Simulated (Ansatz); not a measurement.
# SnSe (SMILES [Se][Sn]) at 6 levels

We compute a comparison of 6 runs (HF/STO-3G, UPBE/STO-3G, r2SCAN/STO-3G, MP2/STO-3G, CCSD/STO-3G, CCSD(T)/STO-3G) of SnSe. 

The calculation is run with Ansatz 0.2.0.

53 further runs of the same task are left out: 14 that didn't finish, 39 set aside as unsound or not needed.

## (1) The molecule

The species is SnSe (2 atoms), meant as a singlet with charge 0. SMILES: `[Se][Sn]`. The Sn2–Se1 distance was set to 2.923 Å, away from the relaxed value.

Bond lengths: Se1–Sn2 2.923 Å.

## (2) A single-point energy at HF/STO-3G (run 1)

Input file molecule.yaml:

```yaml
crystal:
  periodic: [false, false, false]
  atoms:
    - {symbol: Se, position_ang: [0.000000, 0.000000, -0.584560]}
    - {symbol: Sn, position_ang: [0.000000, 0.000000, 2.338340]}
basis:
  gaussian: {orbitals: STO-3G}
hamiltonian: {xc: hf}
accuracy: high
```

On the command line:

```sh
$ ansatz run molecule.yaml --threads 1 --pin off --max-ram 2610MiB --events-out events.jsonl --progress --plain --runs-dir runs
```

Output:

```text
Warning: RAYON_NUM_THREADS=1 ignored (pool sized by the plan → 1); use --threads N
Functional definition: HF
  name "HF"
  exchange = exact_x
  correlation = 0
687 factors; integrals over basis functions are off by at most 9.5e-9 eV
mean field evaluation 1: about -226846.6703 eV, gradient 2.4e1 eV
mean field evaluation 2: about -226846.7089 eV, gradient 2.4e1 eV
mean field evaluation 4: about -226853.9075 eV, gradient 7.1e0 eV
mean field evaluation 8: about -226854.3427 eV, gradient 1.1e-1 eV
mean field evaluation 16: about -226854.3342 eV, gradient 9.8e-9 eV
mean field evaluation 32: about -226849.8065 eV, gradient 5.7e-1 eV
mean field -226854.33417916 eV, -8336.7430136938 hartree, gradient 9.8e-9 eV, S^2 0.000000; 0 other end points of the search recorded, 0 dependent functions left out
reference -226854.33417916 eV, -8336.7430136938 hartree; 42, 42 occupied and 3, 3 virtual orbitals, 687 factors
Total energy: -226854.33417916 eV, -8336.7430136938 hartree
```

Wall time 1 s (1 thread of Arm Neoverse V1, shared host); peak memory 0.11 GiB.

## (3) The energy at UPBE/STO-3G (run 2)

Input file job.yaml:

```yaml
crystal:
  periodic: [false, false, false]
  atoms:
    - {symbol: Se, position_ang: [0.000000, 0.000000, -0.584560]}
    - {symbol: Sn, position_ang: [0.000000, 0.000000, 2.338340]}
basis:
  gaussian:
    orbitals: STO-3G
hamiltonian:
  xc: pbe
accuracy: high
magnetization:
  spin_polarized: true
```

On the command line:

```sh
$ ansatz run job.yaml --threads 1 --pin off --max-ram 2610MiB --events-out events.jsonl --progress --plain --runs-dir runs
```

Output, shortened:

```text
Warning: RAYON_NUM_THREADS=1 ignored (pool sized by the plan → 1); use --threads N
Functional definition: PBE
  name "PBE"
[...]
687 factors; integrals over basis functions are off by at most 9.5e-9 eV
[...]
mean field -226918.44054124 eV, -8339.0988790473 hartree, gradient 1.1e-8 eV, S^2 0.230615; 10 other end points of the search recorded, 0 dependent functions left out
reference -226918.44054310 eV, -8339.0988791156 hartree; 42, 42 occupied and 3, 3 virtual orbitals, 687 factors
Total energy: -226918.44054310 eV, -8339.0988791156 hartree
```

Run time: 16 s. Hardware: 1 thread of Arm Neoverse V1, shared host; peak memory 0.14 GiB.

Runs 3 to 4 aren't shown in full; the table further down has their settings and results.

## (4) A single-point energy at CCSD/STO-3G (run 5)

Input file run.yaml:

```yaml
basis:
  gaussian:
    orbitals: STO-3G
crystal:
  periodic: [false, false, false]
  atoms:
    - {symbol: Se, position_ang: [0.000000, 0.000000, -0.584560]}
    - {symbol: Sn, position_ang: [0.000000, 0.000000, 2.338340]}
total_charge: 0
magnetization:
  spin_polarized: false
  initial_magnetization: 0
correlation:
  method: ccsd
  frozen_orbitals: {Se: 9, Sn: 18}
accuracy: high
scf:
  omitted_lower_state_checks: [cluster_reference, increment]
```

On the command line:

```sh
$ ansatz run run.yaml --threads 1 --pin off --max-ram 2610MiB --events-out events.jsonl --progress --plain --runs-dir runs
```

Output, shortened:

```text
Warning: RAYON_NUM_THREADS=1 ignored (pool sized by the plan → 1); use --threads N
Functional definition: HF
  name "HF"
[...]
687 factors; integrals over basis functions are off by at most 9.5e-9 eV
[...]
mean field -226854.33417916 eV, -8336.7430136938 hartree, gradient 9.8e-9 eV, S^2 0.000000; 8 other end points of the search recorded, 0 dependent functions left out; unrestricted orbitals would lower it
27 core orbitals not correlated: weight in the atoms' cores, before any rotation towards them, 1.000 or more for the frozen orbitals, at most 0.000 for the correlated occupied ones
reference -226854.33417916 eV, -8336.7430136938 hartree; 15, 15 occupied and 3, 3 virtual orbitals, 687 factors
second order -2.10109264 eV of doubles, -0.00000000 eV of singles
cycle   1  -1.76156011 eV  change    3.4e-1 eV  update   3.5e-1
[...]
cycle  26  -2.61699215 eV  change  -2.1e-10 eV  update  6.7e-10
Total energy: -226856.95117131 eV, -8336.8391863815 hartree
Checks for a lower state left out: cluster_reference, increment
```

Run time: 3.3 s. Hardware: 1 thread of Arm Neoverse V1, shared host; peak memory 0.12 GiB.

## (5) A single-point energy at CCSD(T)/STO-3G (run 6)

Input file job.yaml:

```yaml
crystal:
  periodic: [false, false, false]
  atoms:
    - {symbol: Se, position_ang: [0.000000, 0.000000, -0.584560]}
    - {symbol: Sn, position_ang: [0.000000, 0.000000, 2.338340]}
basis:
  gaussian: {orbitals: STO-3G}
correlation: {method: ccsd_t, frozen_orbitals: {Se: 9, Sn: 18}}
accuracy: high
scf: {omitted_lower_state_checks: [cluster_reference, increment]}
```

On the command line:

```sh
$ ansatz run job.yaml --threads 1 --pin off --max-ram 2610MiB --events-out events.jsonl --progress --plain --runs-dir runs
```

Output, shortened:

```text
Warning: RAYON_NUM_THREADS=1 ignored (pool sized by the plan → 1); use --threads N
Functional definition: HF
  name "HF"
[...]
687 factors; integrals over basis functions are off by at most 9.5e-9 eV
[...]
mean field -226854.33417916 eV, -8336.7430136938 hartree, gradient 9.8e-9 eV, S^2 0.000000; 8 other end points of the search recorded, 0 dependent functions left out; unrestricted orbitals would lower it
27 core orbitals not correlated: weight in the atoms' cores, before any rotation towards them, 1.000 or more for the frozen orbitals, at most 0.000 for the correlated occupied ones
reference -226854.33417916 eV, -8336.7430136938 hartree; 15, 15 occupied and 3, 3 virtual orbitals, 687 factors
second order -2.10109264 eV of doubles, -0.00000000 eV of singles
cycle   1  -1.76156011 eV  change    3.4e-1 eV  update   3.5e-1
[...]
cycle  26  -2.61699215 eV  change  -2.1e-10 eV  update  6.7e-10
perturbative correction -0.84896258 eV, -0.0311987994 hartree
Total energy: -226857.80013390 eV, -8336.8703851809 hartree
Checks for a lower state left out: cluster_reference, increment
```

Run time: 3.3 s. Hardware: 1 thread of Arm Neoverse V1, shared host; peak memory 0.12 GiB.

## (6) The series

```
run           level  frozen core orbitals   energy (Eh)  wall time
  1       HF/STO-3G                     –  -8336.743014        1 s
  2     UPBE/STO-3G                     –  -8339.098879       16 s
  3   r2SCAN/STO-3G                     –  -8340.388123      6.3 s
  4      MP2/STO-3G                    27  -8336.820227      3.9 s
  5     CCSD/STO-3G                    27  -8336.839186      3.3 s
  6  CCSD(T)/STO-3G                    27  -8336.870385      3.3 s
```

## (7) What came out

| quantity | value |
| --- | --- |
| run 6: total energy | -8336.87039 Eh |
| run 6: correlation energy (27 core orbitals frozen) | -127.4 mEh |
| run 6: (T) correction | -31.20 mEh |
| run 6: T1 diagnostic | 0.079 |

**Reading.** Below the HF energy at the same shape and in the same basis (STO-3G): MP2 -77.2 mEh; CCSD -96.2 mEh; CCSD(T) -127.4 mEh. Totals of different functionals can't be ranked against each other. In runs 5, 6 the T1 diagnostic is large, so a single reference may not serve. In runs 4, 5, 6 the log says that unrestricted orbitals would lower the reference, so the values rest on an unstable closed-shell determinant (other closed-shell runs at this shape may share the fault). In runs 1, 2, 3, 4, 5, 6 the basis is minimal, so the values are rough. In runs 1, 2, 3, 4, 5, 6 relativity is left out where basis or elements ask for it. Spin contamination of the reference: run 2 ⟨S²⟩ = 0.23. All runs together took 34 s, the longest 16 s.
